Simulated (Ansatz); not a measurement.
# ZrGe2Br6: from a guess to a relaxed structure, part 2 of 2

The task: take a trial cell of ZrGe2Br6 to zero force and stress.

Ansatz 0.2.0; DFT PBE, scalar-relativistic, plane waves, PAW. Earlier steps stand in the parts before.

**4. Spin check on a coarse mesh**

input.yaml reads:

```yaml
crystal:
  lattice:
    - [0.0, 5.3423590097, 5.3423590097]
    - [5.3423590097, 0.0, 5.3423590097]
    - [5.3423590097, 5.3423590097, 0.0]
  atoms:
    - { symbol: Zr, position: [0.0, 0.0, 0.0], spin: 1.0 }
    - { symbol: Ge, position: [0.75, 0.75, 0.75] }
    - { symbol: Ge, position: [0.25, 0.25, 0.25] }
    - { symbol: Br, position: [0.5, 0.0, 0.0] }
    - { symbol: Br, position: [0.0, 0.5, 0.5] }
    - { symbol: Br, position: [0.0, 0.5, 0.0] }
    - { symbol: Br, position: [0.5, 0.0, 0.5] }
    - { symbol: Br, position: [0.0, 0.0, 0.5] }
    - { symbol: Br, position: [0.5, 0.5, 0.0] }
basis:
  ecutwfc: 420
kpoints:
  mp_grid: { grid: [4, 4, 4] }
hamiltonian:
  xc: pbe
scf:
  occupations: { method: gaussian, width: 0.1 }
  lower_state_search: "off"
output:
  forces: true
  stress: true
  eigenvalues: true
  populations: true
magnetization:
  spin_polarized: true
```

Launch:

```
$ ansatz run input.yaml --threads 1 --pin off --max-ram 2048MiB --backend cpu --events-out ev --progress --plain --runs-dir out
```

The program printed (excerpt; [...] marks lines left out):

```text
[...]
SCF converged after 15 iterations
Magnetization: 2.0783 μB (42.0392 up, 39.9608 down)
Absolute magnetization: 2.2557 μB (∫|ρ↑−ρ↓|, with the PAW one-centre terms)
Spin contamination: 0.0351 ħ² per cell (⟨S²⟩ above its minimum at these occupations)
[...]
Free energy (F): -29474.661885 eV
[...]
E sigma→0 (E₀):  -29474.656801 eV
Entropy (-TS):   -0.010168 eV (-1.130 meV/atom)
Fermi energy:    3.936265 eV
[...]
--- Forces (eV/Å), atoms counted from 1 ---
  atom   1  Zr    -0.00000000    -0.00000000    -0.00000000
  atom   2  Ge    -0.00000000    -0.00000000     0.00000000
  atom   3  Ge    -0.00000000     0.00000000     0.00000000
  atom   4  Br     0.00000000    -0.00000000     0.00000000
  atom   5  Br     0.00000000     0.00000000     0.00000000
  atom   6  Br     0.00000000    -0.00000000     0.00000000
  atom   7  Br     0.00000000    -0.00000000     0.00000000
  atom   8  Br     0.00000000    -0.00000000    -0.00000000
[...]
--- Stress (GPa, compression-positive) ---
        0.483935       0.000000       0.000000
       -0.000000       0.483935       0.000000
       -0.000000      -0.000000       0.483935
  P = ⅓ Tr σ = 0.4839 GPa (4.839 kbar)
--- Band table (eV; the first three rows and the last of 16) ---
[...]
--- Löwdin populations: 9 sites ---
  site symbol       q [e]    m [muB]
     0     Zr     10.9331     2.1500
     1     Ge     13.7476    -0.0040
     2     Ge     13.7476    -0.0040
     3     Br      7.2082    -0.0139
     4     Br      7.2082    -0.0139
     5     Br      7.2082    -0.0139
     6     Br      7.2082    -0.0139
     7     Br      7.2082    -0.0139
     8     Br      7.2082    -0.0139
  spilling = 0.003932 (of n_electrons = 82.000000)
```

Run time: 25 s. Hardware: 1 thread of Intel Xeon Platinum 8259CL at 2.50GHz (Skylake/Cascade Lake), shared host; peak memory 0.82 GiB.

By site:

```
atom  moment in the atom's sphere (μB)  Löwdin electrons
 Zr1                              1.85             10.93
 Ge2                              0.00             13.75
 Ge3                              0.00             13.75
 Br4                             -0.01              7.21
 Br5                             -0.01              7.21
 Br6                             -0.01              7.21
 Br7                             -0.01              7.21
 Br8                             -0.01              7.21
 Br9                             -0.01              7.21
```

The Löwdin counts miss 0.32 of the 82 electrons, which the atomic orbitals do not span, so they are no charges.

The same cell is solved with trial moments on Zr. The largest site moment that stays is 1.85 μB and the cell's total 2.08 μB. The workflow keeps spin only above 0.25 μB on a site, so spin is kept from here on.

**5. Relaxation on the finer mesh**

The end of the coarse run is made exact in the group found at a tolerance of 0.06 Å and reduced to its primitive cell.

Changes to input.yaml since step 4:

```diff
@@ -6,3 +6,3 @@
   atoms:
-    - { symbol: Zr, position: [0.0, 0.0, 0.0], spin: 1.0 }
+    - { symbol: Zr, position: [0.0, 0.0, 0.0], spin: 2.03 }
     - { symbol: Ge, position: [0.75, 0.75, 0.75] }
@@ -18,3 +18,3 @@
 kpoints:
-  mp_grid: { grid: [4, 4, 4] }
+  mp_grid: { grid: [6, 6, 6] }
 hamiltonian:
@@ -23,3 +23,2 @@
   occupations: { method: gaussian, width: 0.1 }
-  lower_state_search: "off"
 output:
@@ -31 +30,6 @@
   spin_polarized: true
+relax:
+  adjacent_minimum: "off"
+  f_tol: 0.01
+  max_steps: 80
+  cell: { stress_tol: 0.05 }
```

Launch:

```
$ ansatz run input.yaml --threads 1 --pin off --max-ram 2048MiB --backend cpu --events-out ev --progress --plain --runs-dir out
```

The program printed:

```text
Warning: where an SCF of this run starts from atoms to list the orders of its open shells, Zr (site 0, from 0) starts with 2.00 μB on its 4d shell, in the place of the 2.03 μB that the deck gives it: its open shells can hold no more by Hund's first rule. To start from spheres of the given moment, type scf.initial_density.shell_occupations: []
Warning: RAYON_NUM_THREADS=1 ignored (pool sized by the plan → 1); use --threads N
[... 10 set-up lines as earlier in the session ...]
Crystal: 9 atoms, lattice volume = 304.950 Å³
Basis set: ecut = 420 eV, 5961 PW (Γ), exchange–correlation on 108×108×108 points (8 copies of the dense FFT grid, shifted against one another)
Bands: 52, of which v1, the nominal top of the filled ones, is band 41 counted from 1 (40 counted from 0)
[... 1 set-up line as earlier in the session ...]
Space group: Fm-3m (ITA 225), of the structure as read, at distance tolerance 6.7e-5 Å
Magnetic group: BNS 225.116 (UNI 1618), of the structure as read, at distance tolerance 6.7e-5 Å
k-points: 16 of 216
[... 7 set-up lines as earlier in the session ...]
Initial density: superposition of atomic densities (chi_scale 0.1, normalization cell, long waves kept (reshape's long-wave potential 0.05 eV rms))
Starting moments: Σ|m| = 2.03 μB on 1 of 9 sites
[... 2 set-up lines as earlier in the session ...]
SCF iter   1: F=—  HF=-29475.518036 eV  |F-HF|=—  |Δ(HF+E_count)|=         —  Δρ=2.46e-2 (↑2.46e-2 ↓1.41e-2)  dr2=9.68e0  dr2_m=1.27e-1  M=2.369 μB ∫|m|=2.833 μB  β_m=0.30  ethr=3.10e-3  ⟨swp⟩=7.4  Hψ=6908  notcnv=0  defer=2
Mixer restart at iter 1: flushing history
preconditioner: auto → Kerker (q_TF=auto, 2.192 Å⁻¹)  [metal: Δε(μ)=0.011 eV  Ē_g=7.609 eV  σ=0.100 eV  W_gap=0.06  n_scr=58 (ndim 8)  ℏωp=15.6 eV  f_vac=0.112  D(μ)=7.79/eV (n_scr^D=58)]
spin=Collinear: Kerker preconditioning applied to the charge; magnetization (m = ρ↑ − ρ↓) channel mixes plain (no charge-response kernel on spin).
SCF iter   2: F=—  HF=-29475.126939 eV  |F-HF|=—  |Δ(HF+E_count)|=   3.91e-1  Δρ=1.57e-2 (↑1.57e-2 ↓9.31e-3)  dr2=4.05e0  dr2_m=4.96e-2  M=2.291 μB ∫|m|=2.818 μB  β_m=0.55  ethr=3.10e-3  ⟨swp⟩=2.3  Hψ=2242  notcnv=0  defer=91
SCF iter   3: F=—  HF=-29474.452286 eV  |F-HF|=—  |Δ(HF+E_count)|=   6.75e-1  Δρ=5.59e-3 (↑5.59e-3 ↓3.31e-3)  dr2=1.19e-1  dr2_m=2.71e-2  M=2.160 μB ∫|m|=2.522 μB  β_m=0.78  ethr=3.10e-3  ⟨swp⟩=3.0  Hψ=3418  notcnv=0  defer=100
SCF iter   4: F=—  HF=-29474.621413 eV  |F-HF|=—  |Δ(HF+E_count)|=         —  Δρ=4.59e-3 (↑4.59e-3 ↓1.07e-3)  dr2=1.13e-1  dr2_m=1.21e-2  M=2.036 μB ∫|m|=2.265 μB  β_m=0.78  ethr=1.46e-4  ⟨swp⟩=2.3  Hψ=3477  notcnv=0  defer=86
Mixer restart at iter 4: flushing history
SCF iter   5: F=—  HF=-29474.647553 eV  |F-HF|=—  |Δ(HF+E_count)|=   2.61e-2  Δρ=2.61e-3 (↑2.61e-3 ↓6.96e-4)  dr2=3.57e-2  dr2_m=3.87e-3  M=2.049 μB ∫|m|=2.247 μB  β_m=0.89  ethr=1.38e-4  ⟨swp⟩=2.0  Hψ=2506  notcnv=0  defer=86
SCF iter   6: F=—  HF=-29474.652023 eV  |F-HF|=—  |Δ(HF+E_count)|=   4.47e-3  Δρ=5.19e-4 (↑5.19e-4 ↓3.00e-4)  dr2=2.36e-3  dr2_m=1.32e-4  M=2.067 μB ∫|m|=2.241 μB  β_m=0.94  ethr=4.35e-5  ⟨swp⟩=2.0  Hψ=3310  notcnv=0  defer=90
SCF iter   7: F=—  HF=-29474.653945 eV  |F-HF|=—  |Δ(HF+E_count)|=   1.92e-3  Δρ=2.50e-4 (↑2.50e-4 ↓2.22e-4)  dr2=9.15e-4  dr2_m=4.01e-6  M=2.066 μB ∫|m|=2.240 μB  β_m=0.80  ethr=2.87e-6  ⟨swp⟩=2.0  Hψ=2964  notcnv=0  defer=88
SCF iter   8: F=—  HF=-29474.653647 eV  |F-HF|=—  |Δ(HF+E_count)|=   2.98e-4  Δρ=1.24e-4 (↑1.24e-4 ↓9.23e-5)  dr2=4.04e-4  dr2_m=4.79e-6  M=2.067 μB ∫|m|=2.240 μB  β_m=0.90  ethr=1.12e-6  ⟨swp⟩=2.0  Hψ=2811  notcnv=0  defer=90
SCF iter   9: F=—  HF=-29474.653823 eV  |F-HF|=—  |Δ(HF+E_count)|=   1.76e-4  Δρ=1.32e-4 (↑1.32e-4 ↓3.23e-5)  dr2=9.38e-5  dr2_m=1.04e-5  M=2.067 μB ∫|m|=2.238 μB  β_m=0.95  ethr=4.92e-7  ⟨swp⟩=2.0  Hψ=2901  notcnv=0  defer=90
SCF iter  10: F=—  HF=-29474.653824 eV  |F-HF|=—  |Δ(HF+E_count)|=   8.72e-7  Δρ=6.37e-5 (↑6.37e-5 ↓2.15e-5)  dr2=2.71e-5  dr2_m=3.17e-6  M=2.067 μB ∫|m|=2.241 μB  β_m=0.91  ethr=1.14e-7  ⟨swp⟩=2.0  Hψ=2890  notcnv=0  defer=90
SCF iter  11: F=—  HF=-29474.653804 eV  |F-HF|=—  |Δ(HF+E_count)|=   2.00e-5  Δρ=4.82e-5 (↑4.82e-5 ↓1.11e-5)  dr2=8.79e-6  dr2_m=1.58e-6  M=2.067 μB ∫|m|=2.241 μB  β_m=0.96  ethr=3.31e-8  ⟨swp⟩=2.0  Hψ=2001  notcnv=0  defer=90
SCF iter  12: F=—  HF=-29474.653803 eV  |F-HF|=—  |Δ(HF+E_count)|=   2.11e-7  Δρ=9.70e-6 (↑9.70e-6 ↓4.45e-6)  dr2=5.65e-7  dr2_m=7.24e-8  M=2.067 μB ∫|m|=2.240 μB  β_m=0.98  ethr=1.07e-8  ⟨swp⟩=2.0  Hψ=2975  notcnv=0  defer=90
SCF iter  13: F=—  HF=-29474.653804 eV  |F-HF|=—  |Δ(HF+E_count)|=   2.54e-7  Δρ=3.42e-6 (↑3.42e-6 ↓1.22e-6)  dr2=5.23e-8  dr2_m=8.22e-9  M=2.067 μB ∫|m|=2.240 μB  β_m=0.99  ethr=6.89e-10  ⟨swp⟩=2.0  Hψ=2944  notcnv=0  defer=90
SCF iter  14: F=-29474.653804 eV  HF=-29474.653804 eV  |F-HF|=6.48e-9  |Δ(HF+E_count)|=   2.50e-8  Δρ=4.35e-7 (↑4.35e-7 ↓3.91e-7)  dr2=2.43e-9  dr2_m=6.50e-11  M=2.067 μB ∫|m|=2.240 μB  ethr=6.38e-11  ⟨swp⟩=11.5  Hψ=7645  notcnv=0
SCF 1 converged in 14 iterations: F = -29474.653804 eV  dr2 = 2.43e-9
relax step   1: F+E_penalty+E_count = -29474.65380362 eV  Δ(F+E_penalty+E_count) = +0.000e0 eV  max|allowed force component| = 3.132e-19 eV/Å  Δτ_max = 0.0000 Å  P = +0.497 GPa  Ω = 304.950 Å³  (14 SCF iters, dr2 threshold 1.00e-7 eV, accepted)
[... 17 lines left out ...]
relax step   2: F+E_penalty+E_count = -29474.66191069 eV  Δ(F+E_penalty+E_count) = -8.107e-3 eV  max|allowed force component| = 1.323e-18 eV/Å  Δτ_max = 0.0000 Å  P = +0.085 GPa  Ω = 309.647 Å³  energy of the carried Pulay correction = -3.464e-4 eV  (8 SCF iters, dr2 threshold 6.18e-7 eV, accepted)
[... 12 lines left out ...]
relax step   3: F+E_penalty+E_count = -29474.66210789 eV  Δ(F+E_penalty+E_count) = -1.972e-4 eV  max|allowed force component| = 1.068e-18 eV/Å  Δτ_max = 0.0000 Å  P = +0.003 GPa  Ω = 310.633 Å³  energy of the carried Pulay correction = -4.185e-4 eV  (7 SCF iters, dr2 threshold 1.80e-8 eV, accepted)
[... 14 lines left out ...]
relax step   4: F+E_penalty+E_count = -29474.66248925 eV  Δ(F+E_penalty+E_count) = -3.814e-4 eV  max|allowed force component| = 1.285e-18 eV/Å  Δτ_max = 0.0000 Å  P = +0.002 GPa  Ω = 310.633 Å³  stress off target by 1.78e-3 GPa  SCF on the basis re-selected at this cell (its energy is not comparable with the rows above)  (9 SCF iters)
basis re-selected at this cell: Δ(F+E_penalty+E_count) = -3.814e-4 eV, ΔP = -0.001 GPa vs the last step (what re-selecting the basis moved, of the pressure what is left beyond the Pulay correction that the steps carried, after the strain that the cell walked since its last selection, with what the two solves' SCF thresholds leave and, on support functions, any second-order correction that the steps lacked; it is no measure of the basis error at this ecutwfc). This SCF's stress stands 1.78e-3 GPa from its target on what of the cell is left free (relax.cell.stress_tol is 5.00e-2 GPa) and its largest allowed force component is 1.28e-18 eV/Å (relax.f_tol is 1.00e-2 eV/Å): within both
SCF converged after 9 iterations
Magnetization: 2.0628 μB (42.0314 up, 39.9686 down)
Absolute magnetization: 2.2315 μB (∫|ρ↑−ρ↓|, with the PAW one-centre terms)
Spin contamination: 0.0249 ħ² per cell (⟨S²⟩ above its minimum at these occupations)
Per-site moments (μB) at R_I (Å): [(1.8446227160060524, 1.5678879144504685), (-0.002894535919444274, 1.1086641764483594), (-0.0028945359194442843, 1.1086641764483598), (-0.009563310576771381, 1.1086641764483598), (-0.009563310576771697, 1.1086641764483594), (-0.009563310576772021, 1.1086641764483598), (-0.00956331057677194, 1.1086641764483594), (-0.009563310576771672, 1.1086641764483598), (-0.00956331057677166, 1.1086641764483594)]
Free energy (F): -29474.662489 eV
Harris-Foulkes:  -29474.662489 eV  (|F-HF|=1.16e-10)
Internal energy: -29474.657234 eV  (E = F + TS)
E sigma→0 (E₀):  -29474.659862 eV
Entropy (-TS):   -0.005255 eV (-0.584 meV/atom)
Fermi energy:    3.720042 eV
--- Per-component energies (eV) ---
  E_band       = -784.538143
  E_kinetic    = 1342.765513
  E_local      = -8988.050263  (includes V_loc(G=0)·N_el)
  E_nonlocal   = 1331.906065
  E_hartree    = 3606.903561
  E_xc         = -1892.310247
  E_vxc        = -931.068121  (∫ρ·V_xc dr)
  E_paw        = -20462.659643  (= ΣΔE_a)
  E_vpaw       = -753.898462  (= ΣTr[D̂ρ^β])
  E_aug_tail   = 0.000806  (compensation charges beyond the density's cutoff)
  E_ewald      = -4413.213026
  E_smearing   = -0.005255  (= −TS)
  E_closure    = 0.000000  (closes the sum)
  Σ components = -29474.662489   (vs F -29474.662489, Δ=0.00e0)
--- Forces (eV/Å), atoms counted from 1 ---
  atom   1  Zr    -0.00000000     0.00000000    -0.00000000
  atom   2  Ge     0.00000000    -0.00000000     0.00000000
  atom   3  Ge    -0.00000000     0.00000000    -0.00000000
  atom   4  Br     0.00000000     0.00000000    -0.00000000
  atom   5  Br     0.00000000     0.00000000    -0.00000000
  atom   6  Br     0.00000000    -0.00000000     0.00000000
  atom   7  Br     0.00000000    -0.00000000    -0.00000000
  atom   8  Br    -0.00000000    -0.00000000     0.00000000
  atom   9  Br    -0.00000000    -0.00000000     0.00000000
  max |Σ_I F_I| component: 4.34e-19 eV/Å
--- Stress (GPa, compression-positive) ---
        0.001779      -0.000000      -0.000000
       -0.000000       0.001779      -0.000000
       -0.000000      -0.000000       0.001779
  P = ⅓ Tr σ = 0.0018 GPa (0.018 kbar)
--- Band table (eV; the first three rows and the last of 32) ---
  k-point 0 ↑: bands = ["-47.2630", "-25.3144", "-25.3144", "-25.3144", "-21.2171", "-21.2171", "-21.2142", "-21.2142", "-21.1997", "-21.1997", "-21.1997", "-21.1995", "-21.1995", "-21.1995", "-11.8655", "-11.1770", "-11.1770", "-11.1770", "-10.8870", "-10.8870", "-5.9283", "-2.7980", "-1.6471", "-1.6471", "-1.6471", "-0.0903", "-0.0903", "-0.0903", "1.0594", "1.0594", "1.3530", "1.3530", "1.3530", "1.5540", "1.5540", "1.5540", "2.2031", "2.2031", "2.2031", "3.1746", "3.1746", "3.3872", "3.7702", "3.7702", "3.7702", "4.5980", "4.8064", "4.8064", "4.8064", "8.4183", "9.6542", "9.6542"]
[... 3 lines left out ...]
--- Relaxed structure (3 steps of the walk, 3 accepted, 1 SCFs on fresh bases) ---
  F+E_penalty+E_count = -29474.66248925 eV   max|allowed force component| = 1.285e-18 eV/Å   (the final SCF, on the basis selected at the relaxed cell)
  cell:  # Å, volume = 310.6334 Å³
    - [-2.2292252643918192e-34, 5.375341461567805, 5.375341461567805]
    - [5.375341461567805, -6.305522890708292e-34, 5.375341461567805]
    - [5.375341461567805, 5.375341461567805, 4.967987732073201e-34]
  atoms:
    - { symbol: Zr, position: [-9.085562856916329e-36, 1.7181466958321828e-35, 2.712760264611715e-35] }
    - { symbol: Ge, position: [0.7499999999999999, 0.7499999999999999, 0.7499999999999999] }
    - { symbol: Ge, position: [0.25, 0.25, 0.25] }
    - { symbol: Br, position: [0.5, 0.0, 0.0] }
    - { symbol: Br, position: [0.0, 0.5, 0.5] }
    - { symbol: Br, position: [0.0, 0.5, 0.0] }
    - { symbol: Br, position: [0.5, 0.0, 0.5] }
    - { symbol: Br, position: [6.39106209366945e-35, 6.39106209366945e-35, 0.5] }
    - { symbol: Br, position: [0.5, 0.5, 0.0] }
--- Löwdin populations: 9 sites ---
  site symbol       q [e]    m [muB]
     0     Zr     10.9065     2.1291
     1     Ge     13.7398    -0.0040
     2     Ge     13.7398    -0.0040
     3     Br      7.2165    -0.0130
     4     Br      7.2165    -0.0130
     5     Br      7.2165    -0.0130
     6     Br      7.2165    -0.0130
     7     Br      7.2165    -0.0130
     8     Br      7.2165    -0.0130
  spilling = 0.003843 (of n_electrons = 82.000000)
```

Wall time 2.8 min (1 thread of Intel Xeon Platinum 8259CL at 2.50GHz (Skylake/Cascade Lake), shared host); peak memory 0.95 GiB.

Relaxation path:

```csv
step,energy from step 1 (eV/cell),largest force component (eV/Å),pressure (GPa),volume (Å³)
1,0.0000,0.0000,0.50,304.95
2,-0.0081,0.0000,0.08,309.65
3,-0.0083,0.0000,0.00,310.63
4,-0.0087,0.0000,0.00,310.63
```

Step 1 is the start. Step 4 repeats the geometry before it on a plane-wave basis chosen anew for that cell, so its energy need not be comparable with the rows above.

Lengths and angles in the start's conventional setting:

|  | before | after | change |
| --- | --- | --- | --- |
| a (Å) | 10.685 | 10.751 | +0.6 % |
| b (Å) | 10.685 | 10.751 | +0.6 % |
| c (Å) | 10.685 | 10.751 | +0.6 % |
| volume (Å³/atom) | 33.88 | 34.51 | +1.9 % |
| shortest distance (Å) | 2.671 | 2.688 | +0.6 % |
| space group (0.01 Å) | Fm-3m | Fm-3m | same |

The run keeps the 48 symmetry operations of the start, so it could not have lowered the symmetry.

Site by site:

```
atom  moment in the atom's sphere (μB)  Löwdin electrons
 Zr1                              1.84             10.91
 Ge2                              0.00             13.74
 Ge3                              0.00             13.74
 Br4                             -0.01              7.22
 Br5                             -0.01              7.22
 Br6                             -0.01              7.22
 Br7                             -0.01              7.22
 Br8                             -0.01              7.22
 Br9                             -0.01              7.22
```

The Löwdin counts miss 0.31 of the 82 electrons, which the atomic orbitals do not span, so they are no charges.

**6. Summary of results**

This closing draws on all 2 parts. Changes of volume or cell count from the first structure of part 1.

| quantity | value |
| --- | --- |
| symmetry at the end (tolerance 0.05 Å) | space group Fm-3m (No. 225) |
| conventional cell | a = 10.751 Å, b = 10.751 Å, c = 10.751 Å, α = 90.00°, β = 90.00°, γ = 90.00° |
| volume | 34.51 Å³/atom |
| energy over the elements | -0.20 eV/atom |
| gap on the mesh | none (metal) |
| total moment | 2.06 μB/cell |

In words: The space group Fm-3m (No. 225) is kept, and the volume per atom grows by 39.6 % from the first guess. A negative formation energy is needed for stability but isn't enough; other structures and compounds were not set against it here. No finished test with a distortion of lower symmetry is shown, so the end may be a saddle point. Other magnetic orders were not searched.
